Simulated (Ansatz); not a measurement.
# CH₄SZn + H₂: a complex and its separated parts

Aim: how far the complex at one end of a reaction step lies below its separated, relaxed parts, level by level.

Method: PBE0-D4/def2-TZVP structures, single points in def2-TZVPP, no counterpoise correction; program: Ansatz 0.2.0, Gaussian basis.

Levels: SPW92, PBE-D4, BLYP-D4, r2SCAN-D4, B97M-V, PBE0-D4, B3LYP-D4, r2SCAN0-D4, BHLYP-D4, CAM-B3LYP-D4, wB97X-V, wB97M-V, B2PLYP, PBE-QIDH, RPA on PBE, Hartree-Fock, MP2, CCSD, CCSD(T).

Cores are frozen in the correlated methods. The 3s and 3p shells of Cu and Zn are frozen; filled d shells are correlated. B3LYP uses VWN-RPA correlation. B2PLYP carries no dispersion term here.

21 further runs of the same task are left out: 21 set aside as unsound or not needed.

### Step 1. Starting geometry

The complex: 9 atoms, charge 0, spin multiplicity 1.

Atoms are counted from 1 here; the program's logs count them from 0.

Bond lengths: Zn1–S2 2.179 Å, Zn1–C3 1.933 Å, S2–H6 1.345 Å, C3–H7 1.092 Å, C3–H8 1.092 Å, C3–H9 1.092 Å, H4–H5 0.748 Å. Angles: S2–Zn1–C3 179.0°, Zn1–S2–H6 92.8°, Zn1–C3–H7 110.8°, Zn1–C3–H8 110.4°, Zn1–C3–H9 110.4°, H7–C3–H8 108.3°, H7–C3–H9 108.5°, H8–C3–H9 108.3°.

Coordinates:

```xyz
9

Zn    0.82991    0.26164    0.09441
S     1.37224    1.98076   -1.12930
C     0.35285   -1.24577    1.20729
H    -1.91590    1.37454   -1.13867
H    -2.50387    0.92189   -1.04596
H     1.09306    1.33617   -2.27608
H     1.01499   -2.09281    1.01702
H     0.43142   -0.97949    2.26364
H    -0.67470   -1.55694    1.00763
```

Its parts: CH₄SZn holds atoms 1, 2, 3, 6, 7, 8, 9; H₂ holds atoms 4, 5. Each part counts its atoms afresh in its own runs.

### Step 2. Relaxing CH₄SZn alone

Input file relax-a/in.yaml:

```yaml
crystal:
  periodic: [false, false, false]
  atoms:
    - {symbol: Zn, position_ang: [0.829908, 0.261635, 0.094413]}
    - {symbol: S, position_ang: [1.372241, 1.980761, -1.129303]}
    - {symbol: C, position_ang: [0.352848, -1.245772, 1.207292]}
    - {symbol: H, position_ang: [1.093060, 1.336175, -2.276075]}
    - {symbol: H, position_ang: [1.014992, -2.092807, 1.017022]}
    - {symbol: H, position_ang: [0.431424, -0.979487, 2.263645]}
    - {symbol: H, position_ang: [-0.674704, -1.556937, 1.007628]}
basis:
  gaussian: {orbitals: def2-TZVP}
hamiltonian: {xc: pbe0, dispersion: d4}
relax: {f_tol: 0.005, max_steps: 200}
```

The command line of these runs was not kept.

The runs that follow: Relaxing H₂ alone; wB97M-V/def2-TZVPP; CCSD(T)/def2-TZVPP; Vibrations of CH₄SZn; Vibrations of H₂.

What does the calculation give? Wanted: complex less parts, CCSD(T)/def2-TZVPP; with zero-point energy; largest T1 diagnostic.

The runs gave:

| quantity | value |
| --- | --- |
| complex less parts, CCSD(T)/def2-TZVPP | -0.0183 eV |
| with zero-point energy | +0.0234 eV |
| largest T1 diagnostic | 0.014 |

At CCSD(T) the complex lies 0.0183 eV below its parts. PBE-QIDH is the best functional here (+0.0006 eV from CCSD(T)); SPW92 is the worst (-0.0450 eV). Mean unsigned error by rung: LDA 0.0450, GGA 0.0137, meta-GGA 0.0105, hybrid 0.0127, range-separated hybrid 0.0109, double hybrid 0.0073 eV. PBE-D4 gives a relative energy 0.0236 eV too low, an error of 129 % of the reference. No counterpoise was applied, and triple zeta lacks some correlation, so the CCSD(T) reference has a basis error of its own, and close matches with it are partly luck.
